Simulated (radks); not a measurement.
# Ho⁴⁺ in [Kr] 4d10 4f9 5s1.75 5p6 5f0.25: an all-electron calculation

Wanted: eigenvalues, radial structure and energy terms of the holmium ion Ho4+.

Method: Dirac Kohn-Sham, PBEsol, spin-unpolarised, spherical densities, finite nucleus; open shells are shared between the two j in proportion to 2j + 1. Code: radks (a radial shooting solver on a logarithmic mesh, Libxc functionals) version 1.

## 1. The system

- element: holmium (Z = 67)
- charge: +4
- electrons: 63
- configuration: [Kr] 4d10 4f9 5s1.75 5p6 5f0.25
- nuclear rms radius: 5.2022 fm

## 2. The calculation

The run's settings:

```text
Z 67
configuration [Kr] 4d10 4f9 5s1.75 5p6 5f0.25
relativity Dirac
functional pbe_sol,pbe_sol
spin unpolarised
j_filling average
nucleus finite rms 5.2022 fm
c 137.035999084
```

What does the calculation give?

**Answer**, as computed:

| quantity | value |
| --- | --- |
| total energy | -12619.1341 hartree |
| exchange-correlation share of it | 2.10 % |
| −T/E | 1.1001 |
| highest occupied level | 5f7/2, -17.202 eV |
| most extended occupied level | 5f7/2, <r> = 3.59 bohr |
| radius at density 0.001 e/bohr³ | 3.23 bohr |
| maxima of the radial density | 4 |

**Reading.** 5 principal shells are occupied and 4 maxima appear in the radial density; where shells overlap, one shows as a shoulder or not at all. Relativity lifts −T/E to 1.100. This is not the tabulated ground configuration, so its levels and sizes aren't those of the ground state, and no measured value stands beside it.
